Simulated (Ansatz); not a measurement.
# Ti2Co: properties at the relaxed cell

One table from this session's results is given with a row withheld; the runs are named, their logs left out.

Program: Ansatz 0.2.0. Level of theory: DFT PBEsol, scalar-relativistic, plane waves, PAW. These are calculated values, not measurements.

2 further runs of the same task are left out: 2 set aside as unsound or not needed.

### The structure to begin with

It takes space group Fd-3m (No. 227, cubic). Conventional cell: a = 6.979 Å, b = 6.979 Å, c = 6.979 Å, α = 90.00°, β = 90.00°, γ = 90.00°. Ti (site symmetry -3m) has 6 Ti at 2.47 Å and 6 Co at 2.89 Å in its first shell of neighbours. Around Co (site symmetry -43m) lie 12 Ti at 2.89 Å and 4 Co at 3.02 Å.

As a file:

```
Ti Co
1.0
     0.00000    3.48951    3.48951
     3.48951    0.00000    3.48951
     3.48951    3.48951    0.00000
Ti Co
4 2
Direct
  0.62500 0.62500 0.62500
  0.12500 0.62500 0.62500
  0.62500 0.62500 0.12500
  0.62500 0.12500 0.62500
  0.00000 0.00000 0.00000
  0.25000 0.25000 0.25000
```

It is the result of an earlier relaxation at this level (volume 14.16 Å³/atom; gap on the mesh: none (metal), site moments up to 1.0 μB).

The first run:

The input, input.yaml:

```yaml
crystal:
  lattice:
    - [0.0, 3.4895129944, 3.4895129944]
    - [3.4895129944, 0.0, 3.4895129944]
    - [3.4895129944, 3.4895129944, 0.0]
  atoms:
    - { symbol: Ti, position: [0.625, 0.625, 0.625] }
    - { symbol: Ti, position: [0.125, 0.625, 0.625] }
    - { symbol: Ti, position: [0.625, 0.625, 0.125] }
    - { symbol: Ti, position: [0.625, 0.125, 0.625] }
    - { symbol: Co, position: [0.0, 0.0, 0.0], spin: 1.11 }
    - { symbol: Co, position: [0.25, 0.25, 0.25], spin: 1.11 }
basis:
  ecutwfc: 420
kpoints:
  mp_grid: { grid: [10, 10, 10] }
  band_path:
    path:
      - [[0.0, 0.0, 0.0], [0.5, 0.0, 0.5], [0.625, 0.25, 0.625]]
      - [[0.375, 0.375, 0.75], [0.0, 0.0, 0.0], [0.5, 0.5, 0.5], [0.5, 0.25, 0.75], [0.5, 0.0, 0.5]]
    npoints: 14
hamiltonian:
  xc: pbesol
scf:
  occupations: { method: gaussian, width: 0.1 }
  n_extra_bands: 15
output:
  forces: true
  stress: true
  eigenvalues: true
  populations: true
  dos: { projected: true, de: 0.02, nscf_kmesh: { grid: [15, 15, 15] } }
  bader: true
  write_density: true
  write_potential: true
  elf: true
  volumetric_format: npy
magnetization:
  spin_polarized: true
checkpoint:
  read: start.run
  write: ck
  compress: false
  write_wavefunctions: false
  write_every: 100000
```

Run with:

```
$ ansatz run input.yaml --threads 2 --pin off --max-ram 5120MiB --backend cpu --events-out ev --progress --plain --runs-dir out
```

Among the steps run: Bands, states and charges; The cell scaled to 0.97 of its volume; Volume × 1.03; Volume × 0.94; Volume × 1.06.

One of the session's tables, all rows but one given; the rest of the session is left out.

It belongs to the step «Fit of the equation of state». 

```
volume (Å³/atom)  energy above the lowest point (meV/atom)  pressure (GPa)  largest moment (μB)
          13.314                                      19.9            8.14                 0.73
          13.739                                       4.6            3.72                 0.87
          14.164                                       0.0            0.00                 1.01
          14.588                                         ?               ?                    ?
          15.013                                      16.7           -5.94                 1.25
```

Estimate the missing values for volume (Å³/atom) = 14.588.

Worked estimate for «energy above the lowest point (meV/atom)». A straight line through the neighbours (14.164, 0.0) and (15.013, 16.7) gives 0.0 + (16.7 − 0.0) × (14.588 − 14.164) / (15.013 − 14.164) = 8.3; a parabola fitted to 3 rows on both sides gives 4.0.

The run gave: energy above the lowest point (meV/atom): 4.4; pressure (GPa): -3.19; largest moment (μB): 1.14. In «energy above the lowest point (meV/atom)» the line misses by +3.9 and the parabola by -0.4.

Limits of these values: Warnings in the runs' records: stability check not made.
